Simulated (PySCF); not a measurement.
# C3H7BS: the cost of one run

Programs: PySCF 2.14.0, with density-fitted response routines of our own. Each step states its level of theory. These are calculated values for one molecule in the gas phase, unless marked as measured. Atoms are numbered from 0 throughout.

## 1. The molecule as given

12 atoms, charge 0, multiplicity 1; geometry from: GFN2-xTB. The atoms were then displaced at random by about 0.01 Å, so the start is not that level's minimum.

Bonds of the start (Å): C0–C1 1.35, C1–B2 1.55, B2–S3 1.72, S3–C4 1.84, C0–H5 1.06, C0–H6 1.08, C1–H7 1.08, B2–H8 1.20, C4–H9 1.09, C4–H10 1.08, C4–H11 1.10.

## 2. Optimising the geometry at PBE0-D3(BJ)/def2-SVP

Job settings and geometry (Å):

```
{"job": {"xc": "PBE0", "basis": "def2-SVP", "d3": "d3bj", "grid": 1, "shake": 0.01, "kind": "geom"}, "charge": 0, "multiplicity": 1}
C      2.684950     0.055020    -0.558240
C      1.408420    -0.217150    -0.920920
B      0.160680     0.020860    -0.027380
S     -1.375750    -0.447850    -0.629460
C     -2.531630     0.002590     0.734130
H      3.509160    -0.090570    -1.208210
H      2.895250     0.509750     0.401640
H      1.281350    -0.640850    -1.908020
H      0.260030     0.503110     1.067940
H     -2.545620     1.087120     0.856910
H     -3.527490    -0.356860     0.497890
H     -2.179660    -0.453440     1.670120
```

On the command line:

```console
> OMP_NUM_THREADS=1 python probes_run.py task.json out
```

One launch serves the whole session: the jobs run in the order shown.

**Question.** How long does this first job take on 1 thread of Arm Neoverse V1, shared host, and how much memory does it need?

About 26 s, with a peak of 0.44 GiB.
